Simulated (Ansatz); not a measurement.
# ClFH4O2W: the cost of one run

All numbers below are computed with Ansatz 0.2.0 (RKS PBE/def2-SVP).

### Step 1. Starting point

Bond lengths: W1–H2 1.720 Å, W1–Cl3 2.390 Å, W1–O4 1.940 Å, O4–H5 1.010 Å, W1–O6 1.940 Å, O6–H7 1.010 Å, W1–H8 1.720 Å, W1–F9 1.850 Å. Angles (14 of 17 angles, heavy atoms first): Cl3–W1–O4 90.0°, Cl3–W1–O6 180.0°, Cl3–W1–F9 90.0°, O4–W1–O6 90.0°, O4–W1–F9 90.0°, O6–W1–F9 90.0°, H2–W1–Cl3 90.0°, H2–W1–O4 90.0°, H2–W1–O6 90.0°, H2–W1–F9 180.0°, Cl3–W1–H8 90.0°, O4–W1–H8 180.0°, O6–W1–H8 90.0°, H8–W1–F9 90.0°.

Structure file:

```xyz
9

W     0.0000    0.0000    0.0000
H     0.0000    0.0000    1.7200
Cl    2.3900    0.0000    0.0000
O     0.0000    1.9400    0.0000
H    -0.6343    2.2771   -0.7100
O    -1.9400    0.0000    0.0000
H    -2.2771   -0.1263    0.9437
H     0.0000   -1.7200    0.0000
F     0.0000    0.0000   -1.8500
```

### Step 2. Preparing the start

File input.yaml:

```yaml
crystal:
  periodic: [false, false, false]
  atoms:
    - { symbol: W, position_ang: [0.0, 0.0, 0.0] }
    - { symbol: H, position_ang: [0.0, 0.0, 1.72] }
    - { symbol: Cl, position_ang: [2.39, 0.0, 0.0] }
    - { symbol: O, position_ang: [0.0, 1.94, 0.0] }
    - { symbol: H, position_ang: [-0.6343, 2.2771, -0.71] }
    - { symbol: O, position_ang: [-1.94, 0.0, 0.0] }
    - { symbol: H, position_ang: [-2.2771, -0.1263, 0.9437] }
    - { symbol: H, position_ang: [0.0, -1.72, 0.0] }
    - { symbol: F, position_ang: [0.0, 0.0, -1.85] }
basis:
  gaussian: { orbitals: def2-SVP }
hamiltonian:
  xc: pbe
relax:
  f_tol: 0.02
  max_steps: 40
```

The run is started by

```console
> ansatz run input.yaml --threads 2 --pin off --max-ram 3072MiB --backend cpu --events-out ev --progress --plain --runs-dir out
```

**Question.** How long does this run take on 2 threads of Intel Xeon Platinum 8259CL at 2.50GHz (Skylake/Cascade Lake), shared host, and how much memory does it need?

About 91 s, with a peak of 0.18 GiB.
